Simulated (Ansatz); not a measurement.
**BH₄SbTe: small, medium and large basis sets**

An exercise on one series of results from a longer session: the logs are not shown, and one member is left open.

The runs use Ansatz 0.2.0, Gaussian basis; one geometry, several basis sets.

Levels to be run: PBE0-D4/def2-SVP; ωB97M-V/def2-SVP; PBE0-D4/def2-QZVPP; ωB97M-V/def2-QZVPP; the functionals' def2-TZVPP values are taken from earlier runs.

## The geometry

An earlier PBE0-D4 in a triple-zeta def2 set relaxation fixed the geometry. Sb, Te take the def2 core potential; no spin-orbit term is included.

SMILES `[BH2][SbH][TeH]`, 7 atoms, charge 0, spin multiplicity 1.

Atoms are counted from 1 here; the program's logs count them from 0.

Bond lengths: B1–Sb2 2.207 Å, B1–H4 1.192 Å, B1–H5 1.194 Å, Sb2–Te3 2.750 Å, Sb2–H6 1.706 Å, Te3–H7 1.658 Å. Angles: Sb2–B1–H4 119.6°, Sb2–B1–H5 119.5°, H4–B1–H5 120.6°, B1–Sb2–Te3 95.9°, B1–Sb2–H6 95.0°, Te3–Sb2–H6 97.5°, Sb2–Te3–H7 91.5°.

The first run:

in.yaml

```yaml
crystal:
  periodic: [false, false, false]
  atoms:
    - {symbol: B, position_ang: [-1.289830, 0.529940, -0.716089]}
    - {symbol: Sb, position_ang: [-0.089670, 0.062073, 1.076348]}
    - {symbol: Te, position_ang: [1.915258, -1.262384, -0.261087]}
    - {symbol: H, position_ang: [-1.500048, -0.322061, -1.523455]}
    - {symbol: H, position_ang: [-1.815189, 1.597697, -0.808721]}
    - {symbol: H, position_ang: [0.664051, 1.590639, 1.153021]}
    - {symbol: H, position_ang: [2.176627, -2.264006, 1.034284]}
basis:
  gaussian: {orbitals: def2-SVP}
hamiltonian: {xc: pbe0, dispersion: d4}
output: {orbitals: {seedname: orbitals}}
```

Started as:

```sh
> ansatz run in.yaml --threads 2 --pin off --events-out ev --progress --plain --max-ram 4352MiB
```

Steps of the session up to this table: PBE0-D4 in def2-SVP; ωB97M-V in def2-SVP; PBE0-D4 in def2-QZVPP; ωB97M-V in def2-QZVPP.

One table of the session follows, with a row left open; its other results are not shown here.

It belongs to the step «Density functionals: the series». 

```
functional       basis  HOMO (eV)  LUMO (eV)
   PBE0-D4    def2-SVP          ?          ?
   PBE0-D4  def2-TZVPP      -6.46      -2.58
   PBE0-D4  def2-QZVPP      -6.48      -2.59
   ωB97M-V    def2-SVP      -8.38      -0.59
   ωB97M-V  def2-TZVPP      -8.51      -0.74
   ωB97M-V  def2-QZVPP      -8.53      -0.78
```

Q: Estimate the row for PBE0-D4, def2-SVP from the others.

As computed: HOMO (eV): -6.36; LUMO (eV): -2.52. In the column «HOMO (eV)» it is the highest.
